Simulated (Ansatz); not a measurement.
Debugging a single point in a Gaussian basis of C₂H₅N₂Si, SMILES C#C[Si](N)N (Ansatz's Python interface).

Input file `c2h5n2si.xyz`:
```text
10

C     2.09060   -1.44330   -0.35760
C     1.16180   -0.68630   -0.48670
Si   -0.23880    0.45400   -0.67980
N    -1.74930   -0.35440   -0.16200
N     0.03520    1.91120    0.32150
H     2.90620   -2.10800   -0.24410
H    -1.60320   -0.66810    0.82350
H    -1.84500   -1.21720   -0.74270
H    -0.80910    2.51590    0.21070
H     0.05160    1.59610    1.31720
```

The script, `run_energy.py`:
```python
"""Electronic structure of the C2H5N2Si molecule."""

import sys

import ansatz as az

c2h5n2si = az.Crystal.molecule_from_extxyz("c2h5n2si.xyz")

job = c2h5n2si.calculation()
job = job.basis(gaussian="def2-SVP")
job = job.functional("hf")
job = job.spin("collinear", total=1)
job = job.kpoints(2, 2, 2)
try:
    r = job.run().report
except az.AnsatzError as error:
    sys.exit(f"{type(error).__name__}: {error}")

for key in ("converged", "free_energy_ev", "reference_energy_ev", "n_frozen", "n_occupied", "n_virtual"):
    print(f"{key:22s} {r[key]}")

field = r["mean_field"]
print("<S^2> =", round(abs(field["state"]["spin_squared"]), 4), " all-electron relativity setting:", field["relativity"])
print("passes:", field["passes"])
if "symmetry" in field:
    print("occupied orbitals by irrep:", field["symmetry"]["occupied"])
```

Output of `python run_energy.py`:
```text
RefusalError: invalid value for `basis.gaussian`: such a run doesn't read kpoints; remove what it names
```

Find the fault and give the corrected script.

The fault: a molecule in a Gaussian basis takes no k-points. The change:

```diff
--- before
+++ after
@@ -12,3 +12,2 @@
 job = job.spin("collinear", total=1)
-job = job.kpoints(2, 2, 2)
 try:
```

The mended script runs so:

```console
$ python run_energy.py
converged              True
free_energy_ev         -12957.79873080641
reference_energy_ev    -12957.79873080641
n_frozen               0
n_occupied             [23, 22]
n_virtual              [76, 77]
<S^2> = 0.7851  all-electron relativity setting: none
passes: {'evaluations': 57, 'products': 69}
occupied orbitals by irrep: [{'A': 23}, {'A': 22}]
```

Caveats:
- Total energies depend on the basis set; only differences at equal settings carry meaning.
- The geometry is a force-field or estimated start, not a minimum of this method, and the basis set is short of its limit.
- The run takes the species as open-shell (spin multiplicity 2), which needn't be its ground state.
- Timing: 6.9 s on 1 thread of Arm Neoverse V1, with other jobs on the host, peak memory 0.27 GiB.
